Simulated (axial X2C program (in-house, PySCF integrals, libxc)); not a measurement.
# A two-component session on InC: properties at the nuclei

Aim: properties at the nuclei of InC, with spin–orbit coupling in the Hamiltonian from the start.

Program: an in-house X2C program for linear molecules on PySCF integrals. Level of theory: two-component X2C with atomic mean-field terms, In dyall-cv3z, C dyall-v3z. These are calculated values, not measurements.

## (1) Set-up

File task.json:

```json
{
 "zs": [
  49,
  6
 ],
 "q": 0,
 "bas": [
  "dyall-cv3z",
  "dyall-v3z"
 ],
 "r0": 2.03,
 "levels": [
  "PBE0",
  "HF",
  "LDA",
  "PBE",
  "TPSSh"
 ],
 "nst": 3
}
```

Keys: zs atomic numbers; q charge; bas basis sets; r0 starting distance in Å; levels methods (HF also brings MP2); nst determinants followed.

The run is started by

```sh
> python soeom.py task.json out
```

Further steps of the session: Expectation values, lowest determinant; Expectation values, a higher determinant; Expectation values, a higher determinant.

**Question.** What will these runs give? Wanted: lowest determinant; Eeff magnitude; Ws magnitude In; A∥/gI In; qzz In; higher determinant (for each run or level that gives them).

The runs gave:

| quantity | value |
| --- | --- |
| lowest determinant | Ω = 3/2 (excess of +ω over −ω: ω = 3/2) |
| Eeff magnitude (GV/cm), PBE0 | 3.37 |
| Ws magnitude In (kHz), PBE0 | 1.43 |
| A∥/gI In (MHz), PBE0 | -138 |
| qzz In (a.u.), PBE0 | -3.80 |
| higher determinant | Ω = 1/2 (excess of +ω over −ω: 2 × ω = -1/2, ω = 3/2) |
| Eeff magnitude (GV/cm), PBE0, higher determinant | 5.41 |
| Ws magnitude In (kHz), PBE0, higher determinant | 6.22 |
| A∥/gI In (MHz), PBE0, higher determinant | -180 |
| qzz In (a.u.), PBE0, higher determinant | -3.76 |
| higher determinant | Ω = 1/2 (excess of +ω over −ω: ω = 1/2) |
| Eeff magnitude (GV/cm), PBE0, higher determinant | 5.21 |
| Ws magnitude In (kHz), PBE0, higher determinant | 6.19 |
| A∥/gI In (MHz), PBE0, higher determinant | -6.57 |
| qzz In (a.u.), PBE0, higher determinant | -3.00 |

**Reading.** In the first state, the effective field runs from 3.11 to 3.59 GV/cm over the mean-field levels. The expectation values come from single determinants, which for open shells can mix terms of unlike spin or miss the lowest Ω, so a determinant need not be a state. Eeff is the effective electric field on the electron dipole moment in this Ω state and Ws the scalar–pseudoscalar constant (defined with the proton number Z and per Ω); A∥ is the parallel hyperfine constant, which follows by multiplying with the nuclear g factor gI = μI/(I μN); qzz is the electric field gradient, eQq0 = 234.96 MHz × Q/barn × qzz; μ is positive if C is the positive end. The operators were transformed with the bare-nucleus X2C matrices.
